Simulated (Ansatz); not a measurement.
# CH₅NSn: how energies converge with the basis set

One table from this session's results is given with a row withheld; the runs are named, their logs left out.

Computed with Ansatz 0.2.0, Gaussian basis. Level: one geometry, several basis sets.

The runs, in order: PBE0-D4/def2-SVP; ωB97M-V/def2-SVP; PBE0-D4/def2-QZVPP; ωB97M-V/def2-QZVPP; the functionals' def2-TZVPP values are taken from earlier runs.

1 further run of the same task is left out (for a known fault of the program).

**The geometry**

An earlier PBE0-D4 in a triple-zeta def2 set relaxation fixed the geometry. Sn takes the def2 core potential; no spin-orbit term is included.

SMILES `[CH3][Sn][NH2]`, 8 atoms, charge 0, spin multiplicity 1.

Atoms are counted from 1 here; the program's logs count them from 0.

Bond lengths: C1–Sn2 2.193 Å, C1–H4 1.093 Å, C1–H5 1.091 Å, C1–H6 1.094 Å, Sn2–N3 2.015 Å, N3–H7 1.008 Å, N3–H8 1.009 Å. Angles: Sn2–C1–H4 110.2°, Sn2–C1–H5 111.9°, Sn2–C1–H6 109.4°, H4–C1–H5 108.8°, H4–C1–H6 108.1°, H5–C1–H6 108.4°, C1–Sn2–N3 92.8°, Sn2–N3–H7 123.7°, Sn2–N3–H8 124.9°, H7–N3–H8 111.4°.

The first run:

The input, in.yaml:

```yaml
crystal:
  periodic: [false, false, false]
  atoms:
    - {symbol: C, position_ang: [-0.740281, 0.930417, -0.609666]}
    - {symbol: Sn, position_ang: [1.321551, 0.707535, 0.102295]}
    - {symbol: N, position_ang: [0.999382, -1.173010, 0.749372]}
    - {symbol: H, position_ang: [-1.016172, 0.080539, -1.239985]}
    - {symbol: H, position_ang: [-0.877360, 1.850757, -1.179764]}
    - {symbol: H, position_ang: [-1.419788, 0.951739, 0.247915]}
    - {symbol: H, position_ang: [1.702356, -1.738306, 1.198486]}
    - {symbol: H, position_ang: [0.122510, -1.666770, 0.675648]}
basis:
  gaussian: {orbitals: def2-SVP}
hamiltonian: {xc: pbe0, dispersion: d4}
output: {orbitals: {seedname: orbitals}}
```

Command:

```
$ ansatz run in.yaml --threads 2 --pin off --events-out ev --progress --plain --max-ram 32768MiB --backend cpu
```

Among the steps run: PBE0-D4 in def2-SVP; ωB97M-V in def2-SVP; PBE0-D4 in def2-QZVPP; ωB97M-V in def2-QZVPP.

One table of the session follows, with a row left open; its other results are not shown here.

It belongs to the step «Density functionals: the series». 

| functional | basis | HOMO (eV) | LUMO (eV) |
| --- | --- | --- | --- |
| PBE0-D4 | def2-SVP | ? | ? |
| PBE0-D4 | def2-TZVPP | -6.16 | -1.67 |
| PBE0-D4 | def2-QZVPP | -6.19 | -1.71 |
| ωB97M-V | def2-SVP | -8.11 | 0.31 |
| ωB97M-V | def2-TZVPP | -8.24 | 0.03 |
| ωB97M-V | def2-QZVPP | -8.27 | -0.05 |

Estimate the missing values for PBE0-D4, def2-SVP.

**Answer.** HOMO (eV): -6.05; LUMO (eV): -1.50. In the column «HOMO (eV)» it is the highest.
